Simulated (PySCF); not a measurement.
# TaCl6−: NMR shieldings

What do calculations give for the NMR shieldings of TaCl6− (`[Cl][Ta-]([Cl])([Cl])([Cl])([Cl])[Cl]`)?

Programs: PySCF 2.14.0, with routines of our own; each step states its level. All values are computed. Atoms count from 0.

4 further runs of the same task are left out: 4 for a known fault of the program.

### Step 1. The starting structure

7 atoms, charge -1, multiplicity 1; geometry from: GFN2-xTB.

### Step 2. Geometry optimisation at PBE0-D3(BJ)/def2-SVP

What the job is given:

```
{"job": {"xc": "PBE0", "basis": "def2-SVP", "d3": "d3bj", "grid": 1, "maxiter": 30, "shake": 0.03, "kind": "geom"}, "charge": -1, "multiplicity": 1}
Ta     0.061460    -0.076520     0.012550
Cl    -0.024400    -0.013190     2.350710
Cl    -0.030040     0.011850    -2.382820
Cl     2.456770     0.004410     0.003280
Cl    -2.365140    -0.037110    -0.055780
Cl    -0.031330     2.371560     0.006830
Cl     0.024540    -2.363000    -0.003320
```

Started as:

```bash
$ OMP_NUM_THREADS=1 python heavy_run.py task.json out
```

This one command runs all jobs of the session in turn.

The program printed:

```text
step   0  E = -2816.91613147  max force = 0.038696
step   1  E = -2816.91999866  max force = 0.008835
step   2  E = -2816.91775654  max force = 0.009352
step   3  E = -2816.92038625  max force = 0.005921
step   4  E = -2816.92092111  max force = 0.002195
step   5  E = -2816.92088650  max force = 0.001289
step   6  E = -2816.92100614  max force = 0.000560
step   7  E = -2816.92102716  max force = 0.000255
step   8  E = -2816.92103649  max force = 0.000266
optimisation converged
```

Wall time 2.9 min (1 thread of Intel Xeon Platinum 8259CL at 2.50GHz, shared host); peak memory 0.58 GiB.

The steps of the relaxation: (the energy doesn't fall at every step)

| step | energy from step 0 (eV) | largest force component (eV/Å) |
| --- | --- | --- |
| 0 | 0.0000 | 1.9898 |
| 1 | -0.1052 | 0.4543 |
| 2 | -0.0442 | 0.4809 |
| 3 | -0.1158 | 0.3045 |
| 4 | -0.1303 | 0.1129 |
| 5 | -0.1294 | 0.0663 |
| 6 | -0.1326 | 0.0288 |
| 7 | -0.1332 | 0.0131 |
| 8 | -0.1335 | 0.0137 |

Distances of close pairs at the start and the end, largest changes first:

```csv
bond,before (Å),after (Å),change (Å)
Ta0–Cl6,2.287,2.370,+0.084
Ta0–Cl5,2.450,2.370,-0.080
Ta0–Cl4,2.428,2.370,-0.058
Ta0–Cl1,2.341,2.370,+0.030
Ta0–Cl2,2.399,2.370,-0.029
Ta0–Cl3,2.397,2.370,-0.026
```

The end geometry stands in the next job.

| at the end point | value |
| --- | --- |
| point group (found at 0.08 Å tolerance) | Oh |
| rotational constants (GHz, main isotopes) | 0.644, 0.643, 0.642 |

### Step 3. NMR shieldings: PBE/pcSseg-1 Ta:us-x2c-TZVPall-2c, spin–orbit

What the job is given:

```
{"job": {"xc": "PBE", "basis": {"default": "pcSseg-1", "Ta": "us-x2c-TZVPall-2c"}, "rel": "so", "kind": "hnmr"}, "charge": -1, "multiplicity": 1}
Ta     0.012580    -0.013871    -0.010147
Cl    -0.003028    -0.024213     2.360152
Cl     0.020899    -0.001093    -2.380117
Cl     2.382901     0.007394    -0.002073
Cl    -2.357248    -0.042124    -0.029895
Cl    -0.004942     2.356082     0.004261
Cl     0.040699    -2.384175    -0.010730
```

Level: PBE/pcSseg-1 Ta:us-x2c-TZVPall-2c GIAO NMR shielding, X2C with spin-orbit coupling, screened-nuclear two-electron part, Gaussian nuclei, gas phase.

The program printed:

```text
spin-free SCF
coarse grid: 46776 points
cycle   1  E = -18373.2524166721  dE = -7.011e-02  |g| = 1.396e+00  |ddm| = 2.046e+01
cycle   2  E = -18365.1033504518  dE =  8.149e+00  |g| = 6.303e+00  |ddm| = 5.119e+00
cycle   3  E = -18373.4681068016  dE = -8.365e+00  |g| = 4.339e-01  |ddm| = 4.855e+00
cycle   4  E = -18373.3977506817  dE =  7.036e-02  |g| = 6.885e-01  |ddm| = 1.180e+00
cycle   5  E = -18373.5121061958  dE = -1.144e-01  |g| = 5.252e-02  |ddm| = 6.383e-01
cycle   6  E = -18373.5123443776  dE = -2.382e-04  |g| = 3.237e-02  |ddm| = 6.942e-02
cycle   7  E = -18373.5125801133  dE = -2.357e-04  |g| = 7.722e-03  |ddm| = 3.737e-02
cycle   8  E = -18373.5125940240  dE = -1.391e-05  |g| = 3.525e-03  |ddm| = 1.208e-02
cycle   9  E = -18373.5125977392  dE = -3.715e-06  |g| = 4.041e-04  |ddm| = 4.130e-03
final grid: 86032 points
cycle  10  E = -18373.4947160578  dE = -1.976e-05  |g| = 1.703e-03  |ddm| = 2.604e-03
cycle  11  E = -18373.4947078872  dE =  8.171e-06  |g| = 6.162e-03  |ddm| = 6.522e-03
cycle  12  E = -18373.4947166027  dE = -8.715e-06  |g| = 2.002e-04  |ddm| = 5.297e-03
cycle  13  E = -18373.4947166006  dE =  2.139e-09  |g| = 1.793e-04  |ddm| = 3.162e-04
cycle  14  E = -18373.4947166102  dE = -9.670e-09  |g| = 3.764e-05  |ddm| = 2.364e-04
converged SCF energy = -18373.4947166102
two-component SCF
cycle   1  E = -18366.7688161344  dE = -1.837e+04  |FDS-SDF| = 2.997e+02
cycle   2  E = -18384.3184556872  dE = -1.755e+01  |FDS-SDF| = 5.356e-01
cycle   3  E = -18384.3181386116  dE =  3.171e-04  |FDS-SDF| = 9.801e-02
cycle   4  E = -18384.3121084262  dE =  6.030e-03  |FDS-SDF| = 1.836e-01
cycle   5  E = -18384.3178492818  dE = -5.741e-03  |FDS-SDF| = 5.812e-02
cycle   6  E = -18384.3187109655  dE = -8.617e-04  |FDS-SDF| = 6.059e-03
cycle   7  E = -18384.3187201671  dE = -9.202e-06  |FDS-SDF| = 7.793e-04
cycle   8  E = -18384.3187202723  dE = -1.052e-07  |FDS-SDF| = 2.004e-04
cycle   9  E = -18384.3187202810  dE = -8.669e-09  |FDS-SDF| = 8.412e-05
converged, E = -18384.3187202810

Field gradients (au) and densities at the nuclei (bohr^-3)
atom        Vxx        Vyy        Vzz        centre      nuclear mean
  0 Ta    -0.0035    -0.0119     0.0154    1282838.749    1215079.351
  1 Cl    -0.4833    -0.5061     0.9895       2816.919       2816.868
  2 Cl    -0.4825    -0.5054     0.9879       2816.919       2816.868
  3 Cl    -0.4869    -0.5031     0.9900       2816.919       2816.868
  4 Cl    -0.4857    -0.5021     0.9878       2816.919       2816.868
  5 Cl    -0.4894    -0.4981     0.9875       2816.919       2816.868
  6 Cl    -0.4910    -0.4995     0.9905       2816.919       2816.868
without picture change
  0 Ta                           0.0165                   3303697.119

Core orbital energies (eV)
atom   shell        mean    spread
  0 Ta 1s       -67129.749   0.000
  0 Ta 2s       -11530.546   0.000
  0 Ta 3s        -2640.013   0.000
  0 Ta 4s         -535.959   0.000
  0 Ta 5s          -70.900   0.000
  0 Ta 2p1/2    -11017.625   0.000
  0 Ta 2p3/2     -9754.528   0.000
  0 Ta 3p1/2     -2412.831   0.000
  0 Ta 3p3/2     -2140.294   0.000
  0 Ta 4p1/2      -442.353   0.000
  0 Ta 4p3/2      -379.584   0.000
  0 Ta 5p1/2       -43.816   0.000
  0 Ta 5p3/2       -35.166   0.000
  0 Ta 3d3/2     -1757.594   0.000
  0 Ta 3d5/2     -1698.495   0.003
  0 Ta 4d3/2      -225.980   0.000
  0 Ta 4d5/2      -214.400   0.015
  0 Ta 4f5/2       -23.272   0.004
  0 Ta 4f7/2       -21.339   0.005
  1 Cl 1s        -2744.721   0.000
  1 Cl 2s         -247.314   0.000
  1 Cl 3s          -16.326   0.000
  1 Cl 2p1/2      -187.475   0.000
  1 Cl 2p3/2      -185.836   0.065
  2 Cl 1s        -2744.723   0.000
  2 Cl 2s         -247.316   0.000
  2 Cl 3s          -16.330   0.000
  2 Cl 2p1/2      -187.478   0.000
  2 Cl 2p3/2      -185.839   0.065
  3 Cl 1s        -2744.720   0.000
  3 Cl 2s         -247.313   0.000
  3 Cl 3s          -16.326   0.000
  3 Cl 2p1/2      -187.475   0.000
  3 Cl 2p3/2      -185.835   0.065
  4 Cl 1s        -2744.723   0.000
  4 Cl 2s         -247.316   0.000
  4 Cl 3s          -16.330   0.000
  4 Cl 2p1/2      -187.478   0.000
  4 Cl 2p3/2      -185.839   0.065
  5 Cl 1s        -2744.724   0.000
  5 Cl 2s         -247.317   0.000
  5 Cl 3s          -16.330   0.000
  5 Cl 2p1/2      -187.479   0.000
  5 Cl 2p3/2      -185.839   0.065
  6 Cl 1s        -2744.720   0.000
  6 Cl 2s         -247.312   0.000
  6 Cl 3s          -16.325   0.000
  6 Cl 2p1/2      -187.474   0.000
  6 Cl 2p3/2      -185.835   0.065

vertical triplet (scalar unrestricted SCF): 3.269 eV

Shielding tensors (ppm)
atom      isotropic    diamagn.    paramagn.     s11        s22        s33       span
  0 Ta     4452.00     7643.58    -3191.58    4450.91    4452.33    4452.74       1.83
  1 Cl      378.25     1123.32     -745.06     245.09     255.87     633.80     388.71
  2 Cl      378.24     1123.29     -745.05     244.82     255.65     634.25     389.43
  3 Cl      378.25     1123.29     -745.04     246.76     254.32     633.66     386.90
  4 Cl      378.29     1123.32     -745.03     246.33     254.09     634.46     388.14
  5 Cl      378.33     1123.32     -744.99     248.10     252.25     634.63     386.53
  6 Cl      378.22     1123.28     -745.07     248.56     252.56     633.53     384.97
```

Run time: 5 min. Hardware: 1 thread of Intel Xeon Platinum 8259CL at 2.50GHz, shared host; peak memory 1.7 GiB.

Key values:

| quantity | value |
| --- | --- |
| energy from spin-orbit coupling | -10.8240 Eh |

### Step 4. NMR shieldings: PBE/pcSseg-1 Ta:us-x2c-TZVPall-2c, spin-free

What the job is given:

```
{"job": {"xc": "PBE", "basis": {"default": "pcSseg-1", "Ta": "us-x2c-TZVPall-2c"}, "rel": "sf", "kind": "hnmr"}, "charge": -1, "multiplicity": 1}
Ta     0.012580    -0.013871    -0.010147
Cl    -0.003028    -0.024213     2.360152
Cl     0.020899    -0.001093    -2.380117
Cl     2.382901     0.007394    -0.002073
Cl    -2.357248    -0.042124    -0.029895
Cl    -0.004942     2.356082     0.004261
Cl     0.040699    -2.384175    -0.010730
```

With the program's defaults for keys left out, this is: PBE/pcSseg-1 Ta:us-x2c-TZVPall-2c GIAO NMR shielding, spin-free X2C, Gaussian nuclei, gas phase.

The program printed:

```text
spin-free SCF
coarse grid: 46776 points
cycle   1  E = -18373.2524166721  dE = -7.011e-02  |g| = 1.396e+00  |ddm| = 2.046e+01
cycle   2  E = -18365.1033504518  dE =  8.149e+00  |g| = 6.303e+00  |ddm| = 5.119e+00
cycle   3  E = -18373.4681068016  dE = -8.365e+00  |g| = 4.339e-01  |ddm| = 4.855e+00
cycle   4  E = -18373.3977506817  dE =  7.036e-02  |g| = 6.885e-01  |ddm| = 1.180e+00
cycle   5  E = -18373.5121061958  dE = -1.144e-01  |g| = 5.252e-02  |ddm| = 6.383e-01
cycle   6  E = -18373.5123443776  dE = -2.382e-04  |g| = 3.237e-02  |ddm| = 6.942e-02
cycle   7  E = -18373.5125801133  dE = -2.357e-04  |g| = 7.722e-03  |ddm| = 3.737e-02
cycle   8  E = -18373.5125940240  dE = -1.391e-05  |g| = 3.525e-03  |ddm| = 1.208e-02
cycle   9  E = -18373.5125977392  dE = -3.715e-06  |g| = 4.041e-04  |ddm| = 4.130e-03
final grid: 86032 points
cycle  10  E = -18373.4947160578  dE = -1.976e-05  |g| = 1.703e-03  |ddm| = 2.604e-03
cycle  11  E = -18373.4947078872  dE =  8.171e-06  |g| = 6.162e-03  |ddm| = 6.522e-03
cycle  12  E = -18373.4947166027  dE = -8.715e-06  |g| = 2.002e-04  |ddm| = 5.297e-03
cycle  13  E = -18373.4947166006  dE =  2.139e-09  |g| = 1.793e-04  |ddm| = 3.162e-04
cycle  14  E = -18373.4947166102  dE = -9.670e-09  |g| = 3.764e-05  |ddm| = 2.364e-04
converged SCF energy = -18373.4947166102
check of the scalar solution
cycle   1  E = -18373.4947166103  dE = -1.837e+04  |FDS-SDF| = 9.267e+00
cycle   2  E = -18373.4957278616  dE = -1.011e-03  |FDS-SDF| = 8.243e-03
cycle   3  E = -18373.4957278155  dE =  4.612e-08  |FDS-SDF| = 4.663e-04
cycle   4  E = -18373.4957271516  dE =  6.639e-07  |FDS-SDF| = 1.761e-03
cycle   5  E = -18373.4957278625  dE = -7.109e-07  |FDS-SDF| = 1.063e-04
cycle   6  E = -18373.4957278661  dE = -3.562e-09  |FDS-SDF| = 5.676e-06
converged, E = -18373.4957278661

Field gradients (au) and densities at the nuclei (bohr^-3)
atom        Vxx        Vyy        Vzz        centre      nuclear mean
  0 Ta    -0.0034    -0.0115     0.0149    1277034.738    1209356.527
  1 Cl    -0.4798    -0.5027     0.9825       2816.933       2816.882
  2 Cl    -0.4790    -0.5019     0.9809       2816.934       2816.882
  3 Cl    -0.4835    -0.4996     0.9831       2816.933       2816.882
  4 Cl    -0.4822    -0.4986     0.9808       2816.934       2816.882
  5 Cl    -0.4859    -0.4946     0.9805       2816.934       2816.882
  6 Cl    -0.4875    -0.4960     0.9835       2816.933       2816.882
without picture change
  0 Ta                           0.0167                   3304124.564

Core orbital energies (eV)
atom   shell        mean    spread
  0 Ta 1s       -67142.130   0.000
  0 Ta 2s       -11533.346   0.000
  0 Ta 3s        -2640.870   0.000
  0 Ta 4s         -536.201   0.000
  0 Ta 5s          -70.957   0.000
  0 Ta 2p       -10140.224   0.000
  0 Ta 3p        -2224.222   0.000
  0 Ta 4p         -398.842   0.000
  0 Ta 5p          -37.800   0.000
  0 Ta 3d        -1722.470   0.006
  0 Ta 4d         -219.107   0.025
  0 Ta 4f          -22.260   0.012
  1 Cl 1s        -2744.718   0.000
  1 Cl 2s         -247.312   0.000
  1 Cl 3s          -16.327   0.000
  1 Cl 2p         -186.380   0.098
  2 Cl 1s        -2744.721   0.000
  2 Cl 2s         -247.315   0.000
  2 Cl 3s          -16.331   0.000
  2 Cl 2p         -186.384   0.098
  3 Cl 1s        -2744.717   0.000
  3 Cl 2s         -247.311   0.000
  3 Cl 3s          -16.327   0.000
  3 Cl 2p         -186.379   0.098
  4 Cl 1s        -2744.722   0.000
  4 Cl 2s         -247.316   0.000
  4 Cl 3s          -16.331   0.000
  4 Cl 2p         -186.384   0.098
  5 Cl 1s        -2744.723   0.000
  5 Cl 2s         -247.316   0.000
  5 Cl 3s          -16.332   0.000
  5 Cl 2p         -186.385   0.098
  6 Cl 1s        -2744.717   0.000
  6 Cl 2s         -247.310   0.000
  6 Cl 3s          -16.326   0.000
  6 Cl 2p         -186.379   0.098

Shielding tensors (ppm)
atom      isotropic    diamagn.    paramagn.     s11        s22        s33       span
  0 Ta     1267.40     8727.43    -7460.03    1266.07    1267.80    1268.33       2.26
  1 Cl      377.13     1141.01     -763.88     240.40     251.54     639.44     399.04
  2 Cl      377.14     1140.98     -763.85     240.15     251.33     639.92     399.78
  3 Cl      377.11     1140.98     -763.87     242.11     249.93     639.29     397.18
  4 Cl      377.19     1141.01     -763.82     241.70     249.73     640.14     398.44
  5 Cl      377.23     1141.01     -763.78     243.54     247.83     640.32     396.78
  6 Cl      377.07     1140.97     -763.90     243.97     248.10     639.15     395.18
```

It took 80 s on 1 thread of Intel Xeon Platinum 8259CL at 2.50GHz, shared host; peak memory 1.3 GiB.

### Step 5. Shieldings side by side

| run | Ta0 | Cl6 | Cl3 | Cl1 | Cl2 | Cl4 | Cl5 | time |
| --- | --- | --- | --- | --- | --- | --- | --- | --- |
| step 3, PBE/pcSseg-1 Ta:us-x2c-TZVPall-2c, spin–orbit | 4452.0 | 378.2 | 378.2 | 378.3 | 378.2 | 378.3 | 378.3 | 5 min |
| step 4, PBE/pcSseg-1 Ta:us-x2c-TZVPall-2c, spin-free | 1267.4 | 377.1 | 377.1 | 377.1 | 377.1 | 377.2 | 377.2 | 80 s |

### Step 6. Results

| quantity | value |
| --- | --- |
| point group | Oh |
| rotational constants (main isotopes) | 0.64, 0.64, 0.64 GHz |
| energy from spin-orbit coupling (step 3, PBE/pcSseg-1 Ta:us-x2c-TZVPall-2c, spin–orbit) | -10.8240 Eh |
| shieldings (step 3, PBE/pcSseg-1 Ta:us-x2c-TZVPall-2c, spin–orbit) | Ta0 4452.0, Cl1 378.3, Cl2 378.2, Cl3 378.2, Cl4 378.3, Cl5 378.3, Cl6 378.2 ppm |
| shieldings (step 4, PBE/pcSseg-1 Ta:us-x2c-TZVPall-2c, spin-free) | Ta0 1267.4, Cl1 377.1, Cl2 377.1, Cl3 377.1, Cl4 377.2, Cl5 377.2, Cl6 377.1 ppm |

What this shows: The start was shaken at random, so part of the energy gained undoes that. The optimisation took 8 steps and gained 0.133 eV; among the close pairs (by a distance rule), Ta0–Cl6 changed most, from 2.287 to 2.370 Å. No frequency check was run at this level, so the end point may be a saddle. A contracted two-component basis is stiff near heavy nuclei, so the absolute shieldings of the heavy atoms from it are rough. Ta0 moves most between the runs, by 3185 ppm; the labels say what changes from run to run.
